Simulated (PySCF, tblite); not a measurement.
# C5H10OSSi: geometry, infrared bands and NMR shifts

What infrared bands and NMR shifts should C5H10OSSi (`CC#CC[Si@H](S)OC`) show?

Programs: tblite 0.8.0 and PySCF 2.14.0, with density-fitted response routines of our own. Each step states its level of theory. These are calculated values for one molecule in the gas phase, unless marked as measured. Atoms are numbered from 0 throughout.

**1. The starting structure**

18 atoms, charge 0, multiplicity 1; geometry from: force field or distance geometry start.

Bonds of the start (Å): C0–C1 1.49, C1–C2 1.20, C2–C3 1.47, C3–Si4 1.82, Si4–S5 2.13, Si4–O6 1.73, O6–C7 1.39, C0–H8 1.10, C0–H9 1.10, C0–H10 1.12, C3–H11 1.13, C3–H12 1.12, Si4–H13 1.48, S5–H14 1.40, C7–H15 1.13, C7–H16 1.13, C7–H17 1.10.

**2. Optimising the geometry with GFN2-xTB**

Job settings and geometry (Å):

```
{"job": {"kind": "relax", "xc": "GFN2-xTB", "basis": "xTB"}, "charge": 0, "multiplicity": 1}
C      3.903100     0.407700    -0.217600
C      2.551000    -0.213500    -0.274200
C      1.475500    -0.756000    -0.301600
C      0.156800    -1.407800    -0.350200
Si    -1.118800    -0.131800    -0.612700
S     -0.377400     1.847900    -0.882800
O     -2.299700    -0.086700     0.644600
C     -3.517400     0.161800     0.020500
H      3.735300     1.479200    -0.066400
H      4.453300     0.218400    -1.149300
H      4.508000    -0.059600     0.597800
H     -0.044600    -1.993500     0.600900
H      0.108000    -2.144500    -1.189900
H     -1.855900    -0.486200    -1.850000
H     -0.225200     2.523600     0.331300
H     -4.393000    -0.235200     0.608200
H     -3.446300    -0.348000    -0.981200
H     -3.621300     1.230500    -0.203600
```

On the command line:

```bash
$ OMP_NUM_THREADS=1 python probes_run.py task.json out
```

This one command runs all jobs of the session in turn.

**Question.** This job is followed by: GFN2-xTB harmonic vibrations, gas phase; GIAO PBE0/pcSseg-1 NMR shielding, non-relativistic, gas phase. Predict these results of the whole session: strongest single infrared mode (GFN2-xTB); zero-point energy (GFN2-xTB); 13C shifts against TMS (PBE0/pcSseg-1); 1H shifts against TMS (PBE0/pcSseg-1, means over atoms taken as alike); 29Si shifts against TMS (PBE0/pcSseg-1); 33S shifts against CS2 (PBE0/pcSseg-1); 17O shifts against H2O (PBE0/pcSseg-1).

**Answer**, as computed:

| quantity | value |
| --- | --- |
| strongest single infrared mode (GFN2-xTB) | 2252 cm⁻¹, 251 km/mol |
| zero-point energy (GFN2-xTB) | 83.2 kcal/mol |
| 13C shifts against TMS (PBE0/pcSseg-1) | 83.2, 81.2, 54.3, 10.2, 4.6 ppm |
| 1H shifts against TMS (PBE0/pcSseg-1, means over atoms taken as alike) | 5.70, 3.82, 1.94, 1.92, 1.85, 1.30 ppm |
| 29Si shifts against TMS (PBE0/pcSseg-1) | 1.0 ppm |
| 33S shifts against CS2 (PBE0/pcSseg-1) | -247 ppm |
| 17O shifts against H2O (PBE0/pcSseg-1) | 21.6 ppm |

Relaxing lowered the energy by 1.247 eV in 158 steps; the close pair that moved most is Si4–O6, from 1.726 to 1.615 Å. The lowest mode is imaginary (41i cm⁻¹), so the xTB geometry is not a minimum. The strongest single mode, at 2252 cm⁻¹, moves mainly H13. GFN2-xTB is a fitted tight-binding method: band positions and strengths are rough. Its intensities can rank the bands wrongly.
